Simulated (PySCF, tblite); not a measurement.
# C₅H₁₁BF₂O: geometry, infrared bands and NMR shifts

Aim: predict the infrared bands and NMR shifts of C₅H₁₁BF₂O (`CCO[C@H](CC)B(F)F`).

The runs use tblite 0.8.0 and PySCF 2.14.0, with density-fitted response routines of our own; the level of theory stands in each step. All values are computed, except where a source is named. Atoms are numbered from 0 throughout.

## (1) The starting structure

20 atoms, charge 0, multiplicity 1; geometry from: force field or distance geometry start.

Bonds of the start (Å): C0–C1 1.53, C1–O2 1.39, O2–C3 1.42, C3–C4 1.53, C4–C5 1.53, C3–B6 1.60, B6–F7 1.45, B6–F8 1.44, C0–H9 1.11, C0–H10 1.11, C0–H11 1.10, C1–H12 1.12, C1–H13 1.12, C3–H14 1.13, C4–H15 1.11, C4–H16 1.11, C5–H17 1.12, C5–H18 1.11, C5–H19 1.10.

## (2) Relaxing the molecule with GFN2-xTB

Job settings and geometry (Å):

```
{"job": {"kind": "relax", "xc": "GFN2-xTB", "basis": "xTB"}, "charge": 0, "multiplicity": 1}
C      2.799400    -0.145600    -0.729700
C      1.621800    -0.171400     0.239000
O      0.486800     0.349400    -0.376400
C     -0.607300     0.433800     0.522800
C     -1.898800     0.000000    -0.177000
C     -1.851900    -1.466000    -0.610500
B     -0.743600     1.936200     1.046700
F     -0.636100     2.228800     2.466000
F     -0.925500     3.008800     0.108400
H      2.545100    -0.750100    -1.623300
H      2.993200     0.902000    -1.040800
H      3.695500    -0.563600    -0.244000
H      1.446000    -1.232400     0.559200
H      1.907000     0.425800     1.141700
H     -0.488700    -0.221200     1.429800
H     -2.061100     0.631600    -1.076200
H     -2.768200     0.141500     0.497400
H     -1.701400    -2.123900     0.278700
H     -1.019200    -1.631100    -1.322500
H     -2.798200    -1.741800    -1.092400
```

The run is started by

```console
OMP_NUM_THREADS=1 python probes_run.py task.json out
```

The driver reads the jobs from task.json and runs them one after another.

**Question.** This job is followed by: GFN2-xTB harmonic vibrations, gas phase; GIAO PBE0/pcSseg-1 NMR shielding, non-relativistic, gas phase. What will the session give for the following? strongest single infrared mode (GFN2-xTB); zero-point energy (GFN2-xTB); ¹³C shifts against TMS (PBE0/pcSseg-1); ¹H shifts against TMS (PBE0/pcSseg-1, means over atoms taken as alike); ¹⁷O shifts against H2O (PBE0/pcSseg-1); ¹¹B shifts against BF3·OEt2 (PBE0/pcSseg-1); ¹⁹F shifts against CFCl3 (PBE0/pcSseg-1, means over atoms taken as alike); surface potential, 1st and 99th percentile.

The runs gave:

| quantity | value |
| --- | --- |
| strongest single infrared mode (GFN2-xTB) | 1294 cm⁻¹, 355 km/mol |
| zero-point energy (GFN2-xTB) | 100.7 kcal/mol |
| ¹³C shifts against TMS (PBE0/pcSseg-1) | 75.3, 71.1, 29.3, 18.0, 15.4 ppm |
| ¹H shifts against TMS (PBE0/pcSseg-1, means over atoms taken as alike) | 3.62, 3.39, 3.09, 1.67, 1.49, 1.34, 1.23 ppm |
| ¹⁷O shifts against H2O (PBE0/pcSseg-1) | 51.2 ppm |
| ¹¹B shifts against BF3·OEt2 (PBE0/pcSseg-1) | 27.5 ppm |
| ¹⁹F shifts against CFCl3 (PBE0/pcSseg-1, means over atoms taken as alike) | -74.8 ppm |
| surface potential, 1st and 99th percentile | -1.22 V and 1.65 V |

What this shows: Over 141 steps the energy fell by 0.823 eV; of the close pairs, B6–F7 changed most, 1.453 to 1.320 Å. All 54 modes are real, so the xTB geometry is a minimum. The strongest single mode, at 1294 cm⁻¹, moves mainly B6. Unscaled tight-binding wavenumbers are off by several per cent, some by more. Its intensities can rank the bands wrongly. C3 (sp3 CH bonded to B and O) lies farthest downfield among carbon, at 75.3 ppm; pulled downfield by the heteroatom. At PBE0/pcSseg-1: The largest span, 309 ppm, is at F7, F8, where the paramagnetic term is -223 ppm.
